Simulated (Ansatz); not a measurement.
Predict the output of the script below (the Ansatz DFT code, driven from Python).

`formation.py`
```python
"""Is LuSe2 bound against its elements, after relaxing cells and atoms."""

from collections import Counter
from dataclasses import dataclass
import csv

import ansatz as az
import numpy as np


@dataclass(frozen=True)
class Settings:
    max_iterations: int = 100
    k_spacing: float = 0.39
    occupations: str = "fermi_dirac"
    sigma: float = 0.02


settings = Settings()

PHASES = {
    "LuSe2": (
        [[4.005605, 0.0, 0.0], [0.0, 4.005605, 0.0], [0.0, 0.0, 8.123904]],
        [
            ("Lu", [0.0, 0.5, 0.727119]),
            ("Lu", [0.5, 0.0, 0.272881]),
            ("Se", [0.0, 0.5, 0.370953]),
            ("Se", [0.5, 0.0, 0.629047]),
            ("Se", [0.0, 0.0, 0.0]),
            ("Se", [0.5, 0.5, 0.0]),
        ],
    ),
    "Lu": (
        [[3.5031, 0.0, 0.0], [-1.75155, 3.033774, 0.0], [0.0, 0.0, 5.5509]],
        [
            ("Lu", [1 / 3, 2 / 3, 0.25]),
            ("Lu", [2 / 3, 1 / 3, 0.75]),
        ],
    ),
    "Se": (
        [[4.3662, 0.0, 0.0], [-2.1831, 3.78124, 0.0], [0.0, 0.0, 4.9536]],
        [
            ("Se", [0.2254, 0.0, 1 / 3]),
            ("Se", [0.0, 0.2254, 2 / 3]),
            ("Se", [0.7746, 0.7746, 0.0]),
        ],
    ),
}


def build(vectors, sites):
    crystal = az.Crystal(lattice=az.Lattice.of(vectors))
    for symbol, position in sites:
        crystal = crystal.atom(symbol, position)
    return crystal


def run_phase(name, crystal):
    calc = (
        crystal.calculation()
        .basis(28 * az.Ry)
        .functional(az.Functional.LDA)
        .scf(max_iterations=settings.max_iterations, algorithm="density_mixing")
        .kpoints(spacing=settings.k_spacing)
        .occupations(settings.occupations, width=settings.sigma)
        .stress()
    )
    calc = calc.relax(force_tolerance=0.03, cell=True)
    return calc.run()


def counts(outcome):
    return Counter(site.symbol for site in outcome.lattice.sites)

def formation_energy(outcome, mu):
    n = counts(outcome)
    return (outcome.report["energy_sigma0_ev"] - sum(k * mu[element] for element, k in n.items())) / sum(n.values())


def volume_per_atom(outcome):
    return abs(np.linalg.det(outcome.lattice.cell_ang)) / len(outcome.lattice.sites)

phases = {name: build(*cell) for name, cell in PHASES.items()}

done = {name: run_phase(name, crystal) for name, crystal in phases.items()}

# chemical potentials of the elements at zero temperature
references = {"Lu": "Lu", "Se": "Se"}
mu = {element: done[name].report["energy_sigma0_ev"] / len(done[name].lattice.sites) for element, name in references.items()}

target = done["LuSe2"]
heat = formation_energy(target, mu)
rows = [(name, len(o.lattice.sites), volume_per_atom(o), formation_energy(o, mu)) for name, o in done.items()]
with open("formation.csv", "w", newline="") as handle:
    writer = csv.writer(handle)
    writer.writerow(["phase", "atoms", "V (A^3/atom)", "E_form (eV/atom)"])
    writer.writerows([round(v, 4) if isinstance(v, float) else v for v in row] for row in rows)
print(open("formation.csv").read())
```

Output of `python formation.py`:
```text
DeckWarning: basis.ecutwfc = 380.959407443832 eV is below the records' recommended 420 eV, and the density's cutoff is lower with it unless basis.ecutrho_ratio is high enough to keep the records' density cutoff: compare with a run at a higher cutoff
phase,atoms,V (A^3/atom),E_form (eV/atom)
LuSe2,6,20.4834,-1.5156
Lu,2,25.652,0.0
Se,3,23.0885,0.0
```
(Warnings from the package without file and line.)

Caveats:
- These settings explore the input space; cutoff and mesh may be short of convergence.
- The cutoff lies under the one recommended for these potentials.
- For the metals among these phases the mesh is modest: differences between phases can be off by up to 40 meV an atom.
- The cells come from databases of deposited and of computed structures, and not all need be stable phases.
- The compound is the structure given, not necessarily its lowest; energies are at zero temperature, with no correction for gases. A semilocal functional's error on such energies is often 0.05 to 0.1 eV an atom, and 0.1 to 0.3 eV against gases such as O2 or F2.
- Run time: 78 s on 1 thread of Arm Neoverse V1 (shared host), peak memory 0.49 GiB.
